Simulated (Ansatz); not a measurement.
# ZnS (F-43m): zero-pressure volume and bulk modulus with r²SCAN + D4

The task here is to estimate one member of a computed series from the others.

Method: DFT r²SCAN + D4, scalar-relativistic, plane waves, PAW, in Ansatz 0.2.0.

1 further run of the same task is left out (set aside as unsound or not needed). Runs told in other sessions of the task aren't counted.

**The system as given**

It takes space group F-43m (No. 216, cubic). The conventional cell has a = 5.409 Å, b = 5.409 Å, c = 5.409 Å, α = 90.00°, β = 90.00°, γ = 90.00°. Zn (site symmetry -43m) has 4 S at 2.34 Å in its first shell of neighbours. S (site symmetry -43m) has 4 Zn at 2.34 Å in its first shell of neighbours.

Structure file:

```
Zn S
1.0
     0.00000    2.70465    2.70465
     2.70465    0.00000    2.70465
     2.70465    2.70465    0.00000
Zn S
1 1
Direct
  0.00000 0.00000 0.00000
  0.75000 0.75000 0.75000
```

An earlier run on this cell at PBE gave 1.38 GPa at 19.785 Å³/atom (8×8×8 mesh), mesh gap 2.10 eV.

Set-up of the first run:

File input.yaml:

```yaml
crystal:
  lattice:
    - [0.0, 2.7046490548, 2.7046490548]
    - [2.7046490548, 0.0, 2.7046490548]
    - [2.7046490548, 2.7046490548, 0.0]
  atoms:
    - { symbol: Zn, position: [0.0, 0.0, 0.0] }
    - { symbol: S, position: [0.75, 0.75, 0.75] }
basis:
  ecutwfc: 500
  ecutrho_ratio: 4
kpoints:
  mp_grid: { grid: [8, 8, 8] }
hamiltonian:
  xc: r2scan
  dispersion: d4
scf:
  occupations: { method: gaussian, width: 0.05 }
output:
  forces: true
  stress: true
  eigenvalues: true
```

Run with:

```sh
> ansatz run input.yaml --threads 4 --pin off --max-ram 8192MiB --backend cpu --events-out ev --progress --plain --runs-dir out
```

Among the steps run: At the given cell; Stepping to 19.557 Å³/atom; Stepping to 19.346 Å³/atom; Volume × 0.98 of the new zero; Volume × 1.02 of the new zero; Volume × 0.96 of the new zero; Volume × 1.04 of the new zero.

One of the session's tables, all rows but one given; the rest of the session is left out.

It belongs to the step «Energy and pressure against volume». 

```
volume (Å³/atom)  energy (meV/atom)  pressure (GPa)
          18.572               8.40            3.61
          18.959               2.03            1.71
          19.346               0.00            0.00
          19.733                  ?               ?
          20.119               7.29           -2.91
```

Q: Estimate the row for volume (Å³/atom) = 19.733 from the others.

Worked estimate for «energy (meV/atom)». A straight line through the neighbours (19.346, 0.00) and (20.119, 7.29) gives 0.00 + (7.29 − 0.00) × (19.733 − 19.346) / (20.119 − 19.346) = 3.65; a parabola fitted to 3 rows on both sides gives 1.76.

As computed: energy (meV/atom): 1.89; pressure (GPa): -1.53. In «energy (meV/atom)» the line misses by +1.76 and the parabola by -0.13.
